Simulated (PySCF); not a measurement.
# C4H10OP2Si: magnetic properties

Computed with PySCF 2.14.0 and routines of our own; the level stands in each step. Atoms count from 0.

## (1) The starting structure

18 atoms, charge 0, multiplicity 1; geometry from: GFN2-xTB.

## (2) Magnetic properties: GIAO CAM-B3LYP/pcSseg-1

Job settings and geometry (Å):

```
{"job": {"kind": "mag", "xc": "CAM-B3LYP", "basis": "pcSseg-1", "isotopologues": 2}, "charge": 0, "multiplicity": 1}
O     -2.576124    -1.784101     0.309703
P     -1.708989    -0.632373     0.019325
P     -2.865790     1.219830    -0.143070
C     -0.249345    -0.364241     1.066871
C      0.837819    -0.094758     0.349508
Si     2.552793     0.233645     1.062369
C      0.634712    -0.023875    -1.143456
C     -0.670607    -0.727744    -1.504152
H     -1.769604     2.033297     0.130799
H     -3.220030     1.122826     1.199361
H     -0.290010    -0.434326     2.140966
H      3.471776    -0.762400     0.509669
H      2.962021     1.575706     0.637262
H      2.489193     0.152589     2.518950
H      1.486626    -0.461774    -1.668100
H      0.589380     1.032276    -1.428456
H     -1.170683    -0.287346    -2.367514
H     -0.511898    -1.790913    -1.701692
```

With the program's defaults for keys left out, this is: GIAO CAM-B3LYP/pcSseg-1 magnetisability, rotational g tensor and spin-rotation constants, non-relativistic, gas phase.

Run with:

```sh
> OMP_NUM_THREADS=1 python excited_run.py task.json out
```

One launch serves the whole session: the jobs run in the order shown.

**Question.** How long does this first job take on 1 thread of Intel Xeon 6975P-C, shared host, and how much memory does it need?

About 51 s, with a peak of 1.2 GiB.
